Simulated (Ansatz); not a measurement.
# SiSn5: the cost of one run

Program: Ansatz 0.2.0. Level of theory: DFT PBE, scalar-relativistic, plane waves, PAW, unless a step names another level. These are calculated values, not measurements.

1 further run of the same task is left out (it didn't finish).

**1. The starting structure**

It takes space group P-3m1 (No. 164, trigonal). Conventional cell: a = 4.568 Å, b = 4.568 Å, c = 22.503 Å, α = 90.00°, β = 90.00°, γ = 120.00°. Si (site symmetry 3m) has 1 Sn at 2.64 Å and 3 Si at 2.70 Å as nearest neighbours. Around Sn (site symmetry 3m) lie 1 Si at 2.64 Å and 3 Sn at 2.83 Å. Around Sn (site symmetry 3m) lie 4 Sn at 2.83 to 2.86 Å. Sn (site symmetry 3m) has 4 Sn at 2.84 to 2.86 Å as nearest neighbours. Sn (site symmetry 3m) has 4 Sn at 2.84 to 2.87 Å as nearest neighbours.

Structure file:

```
Si Sn
1.0
     4.56838    0.00000    0.00000
    -2.28419    3.95634    0.00000
     0.00000    0.00000   22.50313
Si Sn
2 10
Direct
  0.33333 0.66667 0.01278
  0.66667 0.33333 0.98722
  0.33333 0.66667 0.12988
  0.66667 0.33333 0.87012
  0.00000 0.00000 0.82402
  0.00000 0.00000 0.69678
  0.00000 0.00000 0.17598
  0.00000 0.00000 0.30322
  0.66667 0.33333 0.34947
  0.66667 0.33333 0.47686
  0.33333 0.66667 0.65053
  0.33333 0.66667 0.52314
```

It came out lowest among 14 distinct ends of the trial cells. At a tolerance of 0.05 Å it has space group P-3m1 (No. 164).

**2. A stricter relaxation, on the response runs' mesh and smearing**

input.yaml

```yaml
crystal:
  lattice:
    - [4.56838272, 0.0, 0.0]
    - [-2.28419136, 3.9563354897, 0.0]
    - [0.0, 0.0, 22.5031304578]
  atoms:
    - { symbol: Si, position: [0.3333333333, 0.6666666667, 0.0127823577] }
    - { symbol: Si, position: [0.6666666667, 0.3333333333, 0.9872176423] }
    - { symbol: Sn, position: [0.3333333333, 0.6666666667, 0.1298809268] }
    - { symbol: Sn, position: [0.6666666667, 0.3333333333, 0.8701190732] }
    - { symbol: Sn, position: [0.0, 0.0, 0.8240150449] }
    - { symbol: Sn, position: [0.0, 0.0, 0.6967843707] }
    - { symbol: Sn, position: [0.0, 0.0, 0.1759849551] }
    - { symbol: Sn, position: [0.0, 0.0, 0.3032156293] }
    - { symbol: Sn, position: [0.6666666667, 0.3333333333, 0.3494658952] }
    - { symbol: Sn, position: [0.6666666667, 0.3333333333, 0.4768600458] }
    - { symbol: Sn, position: [0.3333333333, 0.6666666667, 0.6505341048] }
    - { symbol: Sn, position: [0.3333333333, 0.6666666667, 0.5231399542] }
basis:
  ecutwfc: 420
kpoints:
  mp_grid: { grid: [12, 12, 2] }
hamiltonian:
  xc: pbe
scf:
  occupations: { method: gaussian, width: 0.1 }
output:
  forces: true
  stress: true
  eigenvalues: true
relax:
  adjacent_minimum: "off"
  f_tol: 0.001
  max_steps: 60
  cell: { stress_tol: 0.01 }
```

Launch:

```sh
$ ansatz run input.yaml --threads 3 --pin off --max-ram 7680MiB --backend cpu --events-out ev --progress --plain --runs-dir out
```

Q: Estimate wall time and peak memory on 3 threads of AMD EPYC 9R45 (Zen 5), shared host.

About 36 s, with a peak of 1.5 GiB.
